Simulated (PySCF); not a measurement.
# C₄H₈N₂Si: runs on many settings, part 2 of 2

PySCF 2.14.0. Atoms count from 0. The steps go on from the part before.

### Step 6. Spin-spin couplings: PW91/pcSseg-0

Job settings and geometry (Å):

```
{"job": {"kind": "j", "xc": "PW91", "basis": "pcSseg-0"}, "charge": 0, "multiplicity": 1}
C     -1.592247    -1.079580    -0.244843
C     -0.688899    -0.484225     0.836960
C     -0.138687     0.835418     0.361265
C     -1.083540     1.911607     0.419851
N     -1.855784     2.755372     0.482061
N      1.006349     1.071249    -0.095758
Si     2.439410     0.180272    -0.406862
H     -1.025214    -1.241497    -1.159551
H     -2.422358    -0.410557    -0.463144
H     -1.995707    -2.032756     0.088393
H      0.142763    -1.158320     1.046357
H     -1.266695    -0.329525     1.751507
H      2.449510    -1.253091    -0.080899
H      2.600307     0.359248    -1.846348
H      3.426377     0.884375     0.404203
```

Level: PW91/pcSseg-0 indirect spin-spin coupling, non-relativistic, gas phase.

The program printed:

```text
coarse grid: 13056 points
cycle   1  E = -555.0464565142  dE =  6.421e-01  |g| = 5.820e-01  |ddm| = 4.237e+00
cycle   2  E = -554.6733817083  dE =  3.731e-01  |g| = 1.410e+00  |ddm| = 3.289e+00
cycle   3  E = -555.1117292743  dE = -4.383e-01  |g| = 2.739e-01  |ddm| = 2.222e+00
cycle   4  E = -555.1282406081  dE = -1.651e-02  |g| = 8.340e-02  |ddm| = 3.382e-01
cycle   5  E = -555.1286563135  dE = -4.157e-04  |g| = 7.181e-02  |ddm| = 1.488e-01
cycle   6  E = -555.1298942512  dE = -1.238e-03  |g| = 7.782e-03  |ddm| = 9.235e-02
cycle   7  E = -555.1299095079  dE = -1.526e-05  |g| = 1.553e-03  |ddm| = 1.306e-02
cycle   8  E = -555.1299103069  dE = -7.990e-07  |g| = 2.872e-04  |ddm| = 4.048e-03
final grid: 121720 points
cycle   9  E = -555.1469910089  dE = -2.765e-05  |g| = 5.567e-03  |ddm| = 5.084e-02
cycle  10  E = -555.1469825707  dE =  8.438e-06  |g| = 7.879e-03  |ddm| = 1.585e-02
cycle  11  E = -555.1469986746  dE = -1.610e-05  |g| = 1.009e-03  |ddm| = 9.908e-03
cycle  12  E = -555.1469988343  dE = -1.597e-07  |g| = 6.186e-04  |ddm| = 1.759e-03
cycle  13  E = -555.1469989112  dE = -7.685e-08  |g| = 1.425e-04  |ddm| = 6.526e-04
cycle  14  E = -555.1469989142  dE = -3.026e-09  |g| = 9.151e-05  |ddm| = 2.543e-04
cycle  15  E = -555.1469989161  dE = -1.952e-09  |g| = 9.042e-06  |ddm| = 1.216e-04
cycle  16  E = -555.1469989162  dE = -2.501e-11  |g| = 3.552e-06  |ddm| = 2.280e-05
converged SCF energy = -555.1469989162

Indirect spin-spin couplings (Hz)
  i      j    bonds     total        FC       PSO       DSO        SD
  0 C    1 C    1     59.525    59.269     0.054     0.202         -
  0 C    2 C    2     -5.511    -5.322    -0.247     0.058         -
  0 C    3 C    3      0.821     0.789     0.002     0.030         -
  0 C    4 N    4      0.188     0.154     0.006     0.015     0.013
  0 C    5 N    3     -2.174    -2.163    -0.006     0.011    -0.017
  0 C    6 Si   4      1.738     1.741    -0.022     0.014     0.005
  0 C    7 H    1    132.037   129.842     1.427     0.768         -
  0 C    8 H    1    132.885   130.748     1.372     0.765         -
  0 C    9 H    1    136.103   133.957     1.430     0.716         -
  0 C   10 H    2     -6.222    -6.303     0.210    -0.129         -
  0 C   11 H    2     -7.587    -7.692     0.244    -0.139         -
  0 C   13 H    5      1.455     1.504     0.015    -0.064         -
  0 C   14 H    5      0.892     1.058     0.075    -0.241         -
  1 C    2 C    1     78.822    79.990    -1.461     0.293         -
  1 C    3 C    2     21.591    21.497     0.043     0.051         -
  1 C    4 N    3     -0.987    -0.991    -0.078     0.026     0.056
  1 C    5 N    2      2.324     1.344     0.977     0.007    -0.004
  1 C    6 Si   3    -14.293   -14.491     0.192     0.002     0.004
  1 C    7 H    2     -5.551    -5.607     0.140    -0.084         -
  1 C    8 H    2     -5.629    -5.689     0.156    -0.096         -
  1 C    9 H    2     -5.132    -5.199     0.186    -0.119         -
  1 C   10 H    1    134.134   131.722     1.366     1.047         -
  1 C   11 H    1    134.503   132.140     1.351     1.011         -
  1 C   12 H    4      0.283     0.150    -0.032     0.164         -
  1 C   13 H    4     -1.271    -1.109     0.028    -0.189         -
  1 C   14 H    4     -1.266    -1.105     0.029    -0.190         -
  2 C    3 C    1    153.129   154.844    -2.046     0.331         -
  2 C    4 N    2      6.676     6.768    -0.281     0.051     0.138
  2 C    5 N    1    -44.349   -50.615     7.679    -0.120    -1.294
  2 C    6 Si   2      1.046     0.805     0.253     0.046    -0.057
  2 C    7 H    3      2.456     2.261    -0.020     0.215         -
  2 C    8 H    3      3.082     2.974    -0.087     0.195         -
  2 C    9 H    3     10.981    11.104     0.194    -0.317         -
  2 C   10 H    2     -6.799    -6.640    -0.276     0.117         -
  2 C   11 H    2     -7.736    -7.708    -0.128     0.100         -
  2 C   12 H    3     -0.194     0.065    -0.187    -0.072         -
  2 C   13 H    3      7.735     7.966     0.051    -0.283         -
  2 C   14 H    3      7.450     7.690     0.052    -0.291         -
  3 C    4 N    1    -36.751   -34.054     2.297    -0.032    -4.962
  3 C    5 N    2    -16.493   -16.322    -0.157    -0.012    -0.001
  3 C    6 Si   3    -24.033   -23.871    -0.138     0.041    -0.065
  3 C    9 H    4     -0.412    -0.302     0.105    -0.214         -
  3 C   10 H    3      5.653     5.792     0.192    -0.331         -
  3 C   11 H    3      1.469     1.289    -0.078     0.258         -
  3 C   12 H    4      2.836     2.958     0.083    -0.206         -
  3 C   13 H    4     -2.824    -2.748     0.055    -0.132         -
  3 C   14 H    4     -2.827    -2.746     0.058    -0.139         -
  4 N    5 N    3      3.339     2.023     0.612    -0.013     0.718
  4 N   10 H    4     -0.235    -0.333    -0.092     0.164     0.026
  4 N   13 H    5     -0.526    -0.586    -0.024     0.073     0.011
  4 N   14 H    5     -0.517    -0.579    -0.025     0.075     0.012
  5 N    6 Si   1     -6.383    -3.894    -2.705     0.043     0.173
  5 N    8 H    4      0.225     0.108     0.052     0.073    -0.008
  5 N    9 H    4     -0.336    -0.423    -0.037     0.121     0.003
  5 N   10 H    3     -1.472    -1.916     0.450    -0.039     0.032
  5 N   11 H    3     -1.721    -2.119     0.238     0.155     0.006
  5 N   12 H    2      0.158    -0.068     0.106     0.133    -0.013
  5 N   13 H    2     -4.263    -4.457     0.183     0.013    -0.001
  5 N   14 H    2     -3.875    -4.085     0.196     0.017    -0.003
  6 Si   7 H    5     -0.183    -0.145    -0.005    -0.072     0.039
  6 Si   9 H    5      0.280     0.219    -0.074     0.123     0.011
  6 Si  10 H    4      0.508     0.655    -0.057    -0.166     0.076
  6 Si  11 H    4      0.950     0.859    -0.095     0.193    -0.007
  6 Si  12 H    1   -229.398  -230.060     0.714    -0.288     0.236
  6 Si  13 H    1   -289.241  -289.799     0.534    -0.279     0.303
  6 Si  14 H    1   -289.757  -290.335     0.554    -0.276     0.300
  7 H    8 H    2    -12.002   -10.778     0.990    -2.214         -
  7 H    9 H    2    -12.094   -10.762     1.054    -2.386         -
  7 H   10 H    3      2.512     2.624     0.061    -0.173         -
  7 H   11 H    3      7.537     9.041     1.141    -2.645         -
  7 H   12 H    6      0.553     0.066    -0.285     0.772         -
  7 H   13 H    6      0.212    -0.070    -0.250     0.532         -
  7 H   14 H    6     -0.769    -0.028     0.162    -0.904         -
  8 H    9 H    2    -12.628   -11.314     1.059    -2.372         -
  8 H   10 H    3      7.605     9.102     1.101    -2.598         -
  8 H   11 H    3      2.066     2.221     0.107    -0.262         -
  8 H   12 H    6     -0.312     0.062     0.313    -0.687         -
  8 H   13 H    6     -0.260     0.054     0.165    -0.479         -
  8 H   14 H    6     -0.767    -0.081     0.320    -1.005         -
  9 H   10 H    3      2.054     2.278     0.082    -0.306         -
  9 H   11 H    3      2.880     3.109     0.106    -0.336         -
  9 H   12 H    6      0.245     0.225     0.077    -0.058         -
  9 H   14 H    6     -0.675    -0.043     0.285    -0.917         -
 10 H   11 H    2    -11.046   -10.154     0.956    -1.848         -
 10 H   12 H    5      1.170    -0.275    -0.816     2.261         -
 10 H   13 H    5     -0.592     0.104     0.038    -0.733         -
 10 H   14 H    5     -0.303     0.124    -0.083    -0.344         -
 11 H   12 H    5     -0.553    -0.291     0.298    -0.560         -
 11 H   13 H    5     -0.157     0.688     0.420    -1.265         -
 11 H   14 H    5      0.653     1.191     0.252    -0.790         -
 12 H   13 H    2      2.603     4.344     0.122    -1.863         -
 12 H   14 H    2      2.753     4.523     0.132    -1.903         -
 13 H   14 H    2     -7.608    -5.504     0.230    -2.334         -
```

Run time: 12 s. Hardware: 1 thread of AMD EPYC 7R43, shared host; peak memory 0.68 GiB.

This basis has no tight s functions, so the Fermi-contact terms are rough.

Key values: J(Si6,H12) -269.5 Hz, J(C2,C3) 153.1 Hz, J(C1,H10) 134.3 Hz (means over like pairs).

### Step 7. Comparing the runs: spin-spin couplings

Couplings (Hz), each a mean over the pairs like the one named, with basis size and wall time:

```
             run  Si6–H12  C1–H10  C0–H7  C2–C3  C1–C2  C0–C1  C3–N4  functions  time
HCTH407/pcSseg-1   -238.3   139.8  132.7   97.2   51.3   40.5  -29.9        166  36 s
   PW91/pcSseg-0   -269.5   134.3  133.7  153.1   78.8   59.5  -36.8         83  12 s
```

### Step 8. Summary of results

The summary covers parts 1 to 2.

| quantity | value |
| --- | --- |
| 13C shifts against TMS (BHandHLYP/pcSseg-1) | 166.0, 120.6, 38.9, 14.1 ppm |
| 1H shifts against TMS (BHandHLYP/pcSseg-1, means over atoms taken as alike) | 4.86, 2.39, 1.31 ppm |
| 15N shifts against NH3 (BHandHLYP/pcSseg-1) | 421.4, 307.9 ppm |
| 29Si shifts against TMS (BHandHLYP/pcSseg-1) | -68.2 ppm |
| largest coupling of the table (HCTH407/pcSseg-1) | 1J(Si,H) Si6–H12, -238.3 Hz |
| range of J(Si6,H12), mean over like pairs | -269.5 to -238.3 Hz |
| property runs in this session | 5, of which 1 failed and 1 gave unsound results |

In words: Single values in the summary come from the first run of each kind that ended normally (BHandHLYP/pcSseg-1; HCTH407/pcSseg-1), which need not be the best level. At BHandHLYP/pcSseg-1: The widest tensor belongs to N5: span 858 ppm, with a paramagnetic part of -482 ppm. In the run at HCTH407/pcSseg-1, the largest coupling of the table is Si6–H12 (mean over like pairs), -238.3 Hz, of which the Fermi-contact term gives -238.3 Hz. Couplings across rotatable bonds belong to this one conformer; where others are populated, the observed values are averages. The coupling Si6–H12, as a mean over pairs of its kind, runs from -269.5 Hz (PW91/pcSseg-0) to -238.3 Hz (HCTH407/pcSseg-1). Couplings from bases without tight functions are rough.
